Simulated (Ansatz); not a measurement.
# CH₇ClO₂SiZr: a ladder of functionals and wavefunction methods

An exercise on one series of results from a longer session: the logs are not shown, and one member is left open.

The runs use Ansatz 0.2.0, Gaussian basis; functionals in def2-TZVPP, the program's frozen cores in correlated methods.

The runs, in order: PBE-D4, r2SCAN-D4, PBE0-D4, B3LYP-D4, ωB97X-V, ωB97M-V, B2PLYP; CCSD(T)/def2-TZVPP; MP2/def2-QZVPP; extrapolation to the limit.

### The geometry

The geometry comes from an earlier relaxation with PBE0-D4 in a triple-zeta def2 set; it is a stationary point, not always the lowest conformer. Zr takes the def2 core potential; no spin-orbit term is included.

SMILES `[CH3][Zr]([OH])([Cl])[O][SiH3]`, 13 atoms, charge 0, spin multiplicity 1.

Atoms are counted from 1 here; the program's logs count them from 0.

Bond lengths: C1–Zr2 2.210 Å, C1–H7 1.096 Å, C1–H8 1.096 Å, C1–H9 1.096 Å, Zr2–O3 1.905 Å, Zr2–Cl4 2.369 Å, Zr2–O5 1.928 Å, O3–H10 0.953 Å, O5–Si6 1.640 Å, Si6–H11 1.486 Å, Si6–H12 1.485 Å, Si6–H13 1.486 Å. Angles: Zr2–C1–H7 110.8°, Zr2–C1–H8 110.6°, Zr2–C1–H9 111.5°, H7–C1–H8 108.0°, H7–C1–H9 107.9°, H8–C1–H9 108.0°, C1–Zr2–O3 105.5°, C1–Zr2–Cl4 107.3°, C1–Zr2–O5 105.2°, O3–Zr2–Cl4 113.6°, O3–Zr2–O5 112.6°, Cl4–Zr2–O5 111.9°, Zr2–O3–H10 167.8°, Zr2–O5–Si6 176.8°, O5–Si6–H11 109.7°, O5–Si6–H12 109.7°, O5–Si6–H13 109.5°, H11–Si6–H12 109.3° and more.

Set-up of the first run:

The input, in.yaml:

```yaml
crystal:
  periodic: [false, false, false]
  atoms:
    - {symbol: C, position_ang: [1.814896, 0.632869, -1.188212]}
    - {symbol: Zr, position_ang: [-0.371194, 0.456050, -0.917338]}
    - {symbol: O, position_ang: [-0.994197, 2.233596, -0.635095]}
    - {symbol: Cl, position_ang: [-1.243353, -0.553330, -2.874625]}
    - {symbol: O, position_ang: [-0.600498, -0.664903, 0.634684]}
    - {symbol: Si, position_ang: [-0.874236, -1.573690, 1.971678]}
    - {symbol: H, position_ang: [2.050786, 1.272561, -2.046224]}
    - {symbol: H, position_ang: [2.261401, -0.352035, -1.367764]}
    - {symbol: H, position_ang: [2.295514, 1.066072, -0.303967]}
    - {symbol: H, position_ang: [-1.467828, 3.030409, -0.413893]}
    - {symbol: H, position_ang: [-2.262015, -1.349598, 2.454082]}
    - {symbol: H, position_ang: [-0.692413, -3.011372, 1.646530]}
    - {symbol: H, position_ang: [0.083126, -1.186639, 3.040143]}
basis:
  gaussian: {orbitals: def2-TZVPP}
hamiltonian: {xc: pbe, dispersion: d4}
output: {forces: true, orbitals: {seedname: orbitals}}
```

Launch:

```sh
ansatz run in.yaml --threads 2 --pin off --events-out ev --progress --plain --max-ram 31744MiB --backend cuda --devices 0, --max-vram 18GiB
```

Steps of the session up to this table: PBE-D4 (GGA); r2SCAN-D4 (meta-GGA); PBE0-D4 (hybrid); B3LYP-D4 (hybrid); ωB97X-V (range-separated); ωB97M-V (range-separated); B2PLYP (double hybrid).

One table of the session follows, with a row left open; its other results are not shown here.

It belongs to the step «Frontier levels by functional». 

| functional | HOMO (eV) | gap (eV) |
| --- | --- | --- |
| PBE-D4 | ? | ? |
| r2SCAN-D4 | -6.73 | 5.03 |
| PBE0-D4 | -7.78 | 6.77 |
| B3LYP-D4 | -7.53 | 6.30 |
| ωB97X-V | -10.20 | 11.31 |
| ωB97M-V | -10.07 | 10.66 |

**Question.** Estimate the row for PBE-D4.

**Answer.** HOMO (eV): -6.44; gap (eV): 4.53. In the column «HOMO (eV)» it is the highest.
